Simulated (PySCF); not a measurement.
# RuH₂: a ladder of methods and rigid scans

How much do the numbers for RuH₂ (broken-symmetry (Ms = 1)) hang on the method? All levels run at one geometry, the PBE0 minimum. Rigid scans about the minimum follow.

Program: PySCF 2.14.0. Level of theory: several methods, basis Ru def2-TZVP with ECP28, H def2-TZVP, scalar-relativistic core potentials, no spin–orbit coupling, density fitting. These are calculated values, not measurements.

**1. The starting structure**

3 atoms, charge 0, spin multiplicity 3.

Bond lengths: Ru1–H2 1.659 Å, Ru1–H3 1.659 Å. Angles: H2–Ru1–H3 138.7°.

```xyz
3
charge 0 multiplicity 3
Ru   -0.0023   -0.0111    0.0000
H     0.1141    0.5623    1.5520
H     0.1141    0.5623   -1.5520
```

**2. PBE0**

The steps are one call of a driver around PySCF; scf.py gives each level's set-up. Each SCF starts from the density of the minimum. The driver also runs the species with one electron less or more at the same geometry (one less: multiplicity 4, one more: multiplicity 4); their logs are not shown.

scf.py reads:

```python
from pyscf import gto, scf, dft
mol = gto.M(atom='''
Ru    -0.002258    -0.011123     0.000000
H      0.114147     0.562349     1.552050
H      0.114147     0.562349    -1.552050''',
    basis={'Ru': 'def2-TZVP', 'H': 'def2-TZVP'},
    ecp={'Ru': 'def2-TZVP'},
    charge=0, spin=2)
mf = dft.UKS(mol, xc='PBE0')
mf.grids.atom_grid = (99, 590)
aux = {'Ru': 'def2-universal-JKFIT', 'H': 'def2-universal-JKFIT'}
mf = mf.density_fit(auxbasis=aux)
mf.kernel()
```

**3. HF**

scf.py: that of step 2 with these lines changed.

```diff
@@ -9,2 +9 @@
-mf = dft.UKS(mol, xc='PBE0')
-mf.grids.atom_grid = (99, 590)
+mf = scf.UHF(mol)
```

**4. PBE**

scf.py: that of step 3 with these lines changed.

```diff
@@ -9 +9,2 @@
-mf = scf.UHF(mol)
+mf = dft.UKS(mol, xc='PBE')
+mf.grids.atom_grid = (99, 590)
```

**5. CCSD(T)**

scf.py: that of step 4 with these lines changed.

```diff
@@ -9,2 +9 @@
-mf = dft.UKS(mol, xc='PBE')
-mf.grids.atom_grid = (99, 590)
+mf = scf.UHF(mol)
@@ -13,0 +13,3 @@
+from pyscf import cc
+mycc = cc.CCSD(mf, frozen=0).run()
+mycc.ccsd_t()
```

**6. r2SCAN**

scf.py: that of step 5 with these lines changed.

```diff
@@ -9 +9,2 @@
-mf = scf.UHF(mol)
+mf = dft.UKS(mol, xc='R2SCAN')
+mf.grids.atom_grid = (99, 590)
@@ -13,3 +13,0 @@
-from pyscf import cc
-mycc = cc.CCSD(mf, frozen=0).run()
-mycc.ccsd_t()
```

**7. B3LYP**

scf.py: that of step 6 with these lines changed.

```diff
@@ -9 +9 @@
-mf = dft.UKS(mol, xc='R2SCAN')
+mf = dft.UKS(mol, xc='B3LYP')
```

**8. TPSSh**

scf.py: that of step 7 with these lines changed.

```diff
@@ -9 +9 @@
-mf = dft.UKS(mol, xc='B3LYP')
+mf = dft.UKS(mol, xc='TPSSH')
```

**9. BP86**

scf.py: that of step 8 with these lines changed.

```diff
@@ -9 +9 @@
-mf = dft.UKS(mol, xc='TPSSH')
+mf = dft.UKS(mol, xc='B88,P86')
```

**10. r2SCAN0**

scf.py: that of step 9 with these lines changed.

```diff
@@ -9 +9 @@
-mf = dft.UKS(mol, xc='B88,P86')
+mf = dft.UKS(mol, xc='HYB_MGGA_XC_R2SCAN0')
```

**12. Breathing scan**

A rigid scan with PBE0: all bonds to the central atom are scaled together. Each point starts from its neighbour's orbitals, and energies count from the minimum.

(Steps that only read results are left out.)

What does the calculation give? Wanted: atomisation energy, CCSD(T) in this basis; vertical ionisation energy, CCSD(T); vertical electron affinity, CCSD(T); orbital gap, range; T1, D1; T1, D1 of the cation; T1, D1 of the anion; all bonds 4 % longer.

**Answer**, as computed:

```
                                 quantity                       value
atomisation energy, CCSD(T) in this basis                  391 kJ/mol
      vertical ionisation energy, CCSD(T)                     7.65 eV
      vertical electron affinity, CCSD(T)                     1.68 eV
                       orbital gap, range  0.39 (PBE) to 9.27 (HF) eV
                                   T1, D1                0.021, 0.087
                     T1, D1 of the cation                0.058, 0.258
                      T1, D1 of the anion                0.073, 0.425
                     all bonds 4 % longer                  4.8 kJ/mol
```

In atomisation energy the functionals lie from -2 kJ/mol (PBE0) to +122 kJ/mol (BP86) against CCSD(T). In a basis of this size CCSD(T) binds too weakly, often by tens of kJ/mol, while functionals are nearer their limits, so this ranks no functional. HF lacks the correlation that pairing electrons in bonds brings, so it binds too weakly, by 219 kJ/mol even against this CCSD(T). Against CCSD(T), the vertical ionisation energy is best met by r2SCAN (+0.35 eV) and worst by BP86 (+1.11 eV). r2SCAN costs 14 s against 76 s for CCSD(T), a factor of about 6, and lands within 0.35 eV. For the vertical electron affinity, r2SCAN0 comes nearest to CCSD(T) (+0.14 eV) and HF is farthest (-0.54 eV). PBE's −ε(HOMO), 4.7 eV, falls 2.9 eV short of the ionisation energy, while its energy difference gives 8.6 eV. T1 of the cation is large, so the CCSD(T) value that rests on it is in doubt and small misses rank nothing. T1 of the anion is large, so the CCSD(T) value that rests on it is in doubt and small misses rank nothing. Spin contamination is strong in at least one of the open-shell species at PBE0, HF, CCSD(T), r2SCAN, B3LYP, TPSSh, r2SCAN0. Without diffuse functions electron affinities tend to come out too low. The well is lopsided, 5.8 kJ/mol for 4 % shorter bonds against 4.8 for 4 % longer ones. The determinant is spin-contaminated (⟨S²⟩ = 3.02, pure value 2.00). Other spin states or occupations of the open shell can lie lower.
